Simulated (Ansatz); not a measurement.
**CH₄AlSe radical: one species, many methods**

An exercise on one series of results from a longer session: the logs are not shown, and one member is left open.

Method: functionals in def2-TZVPP, the program's frozen cores in correlated methods; program: Ansatz 0.2.0, Gaussian basis.

Levels to be run: LDA (SPW92), PBE-D4, revPBE-D4, BLYP-D4, r2SCAN-D4, B97M-V, PBE0-D4, B3LYP-D4, r2SCANh-D4, r2SCAN0-D4, HSE06-D4, BHLYP-D4, CAM-B3LYP-D4, LC-ωPBE, ωB97X-V, ωB97M-V, B2PLYP, PBE-QIDH; CCSD(T)/def2-SVP; CCSD(T)/def2-TZVPP; MP2/def2-QZVPP; extrapolation to the limit; RPA on PBE.

### The geometry

All runs share one geometry, relaxed beforehand with PBE0-D4 in a triple-zeta def2 set.

SMILES `[CH3][Al][SeH]`, 7 atoms, charge 0, spin multiplicity 2.

Atoms are counted from 1 here; the program's logs count them from 0.

Bond lengths: C1–Al2 1.965 Å, C1–H4 1.095 Å, C1–H5 1.095 Å, C1–H6 1.091 Å, Al2–Se3 2.344 Å, Se3–H7 1.468 Å. Angles: Al2–C1–H4 109.3°, Al2–C1–H5 109.8°, Al2–C1–H6 112.9°, H4–C1–H5 107.8°, H4–C1–H6 108.2°, H5–C1–H6 108.6°, C1–Al2–Se3 114.9°, Al2–Se3–H7 93.0°.

Set-up of the first run:

Contents of in.yaml:

```yaml
crystal:
  periodic: [false, false, false]
  atoms:
    - {symbol: C, position_ang: [-1.164250, 0.374926, -0.315880]}
    - {symbol: Al, position_ang: [0.169670, -0.590393, 0.757429]}
    - {symbol: Se, position_ang: [2.387243, -0.335758, 0.041059]}
    - {symbol: H, position_ang: [-1.246563, -0.096938, -1.300678]}
    - {symbol: H, position_ang: [-0.841228, 1.409829, -0.466609]}
    - {symbol: H, position_ang: [-2.154531, 0.381735, 0.142597]}
    - {symbol: H, position_ang: [2.910959, -1.211501, 1.096282]}
basis:
  gaussian: {orbitals: def2-TZVPP}
magnetization: {spin_polarized: true, initial_magnetization: 1}
hamiltonian: {xc: lda}
output: {orbitals: {seedname: orbitals}}
```

Run with:

```
$ ansatz run in.yaml --threads 4 --pin off --events-out ev --progress --plain --max-ram 10444MiB
```

Among the steps run: LDA; PBE-D4 (GGA); revPBE-D4 (GGA); BLYP-D4 (GGA); r2SCAN-D4 (meta-GGA); B97M-V (meta-GGA); B3LYP-D4 (hybrid); r2SCANh-D4 (hybrid); r2SCAN0-D4 (hybrid); HSE06-D4 (hybrid); BHLYP-D4 (hybrid); CAM-B3LYP-D4 (range-separated); LC-ωPBE (range-separated); ωB97X-V (range-separated); ωB97M-V (range-separated); B2PLYP (double hybrid); PBE-QIDH (double hybrid).

One table of the session follows, with a row left open; its other results are not shown here.

It belongs to the step «Orbital energies across the functionals». 

| functional | HOMO (eV) | LUMO (eV) | gap (eV) |
| --- | --- | --- | --- |
| LDA (SPW92) | -4.55 | -3.50 | 1.05 |
| PBE-D4 | -4.56 | -3.15 | 1.41 |
| revPBE-D4 | ? | ? | ? |
| BLYP-D4 | -4.35 | -3.18 | 1.17 |
| r2SCAN-D4 | -4.86 | -2.74 | 2.12 |
| B97M-V | -4.51 | -3.43 | 1.08 |
| PBE0-D4 | -5.55 | -2.38 | 3.17 |
| B3LYP-D4 | -5.30 | -2.75 | 2.55 |
| r2SCANh-D4 | -5.22 | -2.51 | 2.71 |
| r2SCAN0-D4 | -5.76 | -2.18 | 3.58 |
| HSE06-D4 | -5.16 | -2.75 | 2.41 |
| BHLYP-D4 | -6.36 | -1.75 | 4.61 |
| CAM-B3LYP-D4 | -6.69 | -1.62 | 5.07 |
| LC-ωPBE | -8.05 | -0.32 | 7.72 |
| ωB97X-V | -7.58 | -0.81 | 6.77 |
| ωB97M-V | -7.17 | -0.95 | 6.22 |

Q: Estimate the row for revPBE-D4 from the others.

As computed: HOMO (eV): -4.54; LUMO (eV): -3.01; gap (eV): 1.53. In the column «HOMO (eV)» it lies between LDA (SPW92) (-4.55) and B97M-V (-4.51).
